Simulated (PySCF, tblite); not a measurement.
# C₄H₈N₂O₂: geometry, infrared bands and NMR shifts

What infrared bands and NMR shifts should C₄H₈N₂O₂ (`CC(C(N)=O)C(N)=O`) show?

Computed with tblite 0.8.0 and PySCF 2.14.0, with density-fitted response routines of our own, on a single molecule in the gas phase. Atoms count from 0, in the outputs and in this text.

## Step 1: The molecule as given

16 atoms, charge 0, multiplicity 1; geometry from: force field or distance geometry start.

Bonds of the start (Å): C0–C1 1.51, C1–C2 1.52, C2–N3 1.41, C2–O4 1.28, C1–C5 1.50, C5–N6 1.43, C5–O7 1.25, C0–H8 1.12, C0–H9 1.10, C0–H10 1.11, C1–H11 1.08, N3–H12 1.07, N3–H13 1.04, N6–H14 1.06, N6–H15 1.03.

## Step 2: Optimising the geometry with GFN2-xTB

What the job is given:

```
{"job": {"kind": "relax", "xc": "GFN2-xTB", "basis": "xTB"}, "charge": 0, "multiplicity": 1}
C      0.160700     1.463500     0.106400
C      0.215600     0.202200    -0.723400
C      0.766900    -0.951700     0.101100
N      2.057200    -0.856100     0.654300
O      0.044900    -1.996100     0.285500
C     -1.215200    -0.184000    -0.955300
N     -1.982600    -0.427500     0.228300
O     -1.693400    -0.275200    -2.102500
H     -0.895700     1.746200     0.331100
H      0.703100     1.399700     1.056100
H      0.594500     2.271600    -0.521400
H      0.695000     0.308500    -1.681200
H      2.117200    -0.884400     1.724000
H      2.937000    -0.783700     0.112000
H     -1.552400    -0.286600     1.191300
H     -2.960200    -0.737600     0.182200
```

Run with:

```
OMP_NUM_THREADS=1 python probes_run.py task.json out
```

The driver reads the jobs from task.json and runs them one after another.

**Question.** This job is followed by: GFN2-xTB harmonic vibrations, gas phase; GIAO PBE0/pcSseg-1 NMR shielding, non-relativistic, gas phase. Predict these results of the whole session: strongest single infrared mode (GFN2-xTB); zero-point energy (GFN2-xTB); 13C shifts against TMS (PBE0/pcSseg-1, means over atoms taken as alike); 1H shifts against TMS (PBE0/pcSseg-1, means over atoms taken as alike); 15N shifts against NH3 (PBE0/pcSseg-1, means over atoms taken as alike); 17O shifts against H2O (PBE0/pcSseg-1, means over atoms taken as alike).

**Answer**, as computed:

| quantity | value |
| --- | --- |
| strongest single infrared mode (GFN2-xTB) | 1778 cm⁻¹, 658 km/mol |
| zero-point energy (GFN2-xTB) | 79.0 kcal/mol |
| 13C shifts against TMS (PBE0/pcSseg-1, means over atoms taken as alike) | 175.7, 53.8, 23.0 ppm |
| 1H shifts against TMS (PBE0/pcSseg-1, means over atoms taken as alike) | 6.34, 4.52, 2.57, 1.59 ppm |
| 15N shifts against NH3 (PBE0/pcSseg-1, means over atoms taken as alike) | 117.4 ppm |
| 17O shifts against H2O (PBE0/pcSseg-1, means over atoms taken as alike) | 403.9 ppm |

In words: The optimisation took 147 steps and gained 1.967 eV; among the close pairs (by a distance rule), C5–N6 changed most, from 1.431 to 1.345 Å. No mode is imaginary among the 42: a minimum at this level. The strongest single mode, at 1778 cm⁻¹, moves mainly C5. GFN2-xTB is a fitted tight-binding method: band positions and strengths are rough. Its intensities can rank the bands wrongly. At PBE0/pcSseg-1: The largest span, 659 ppm, is at O4, O7, where the paramagnetic term is -469 ppm.
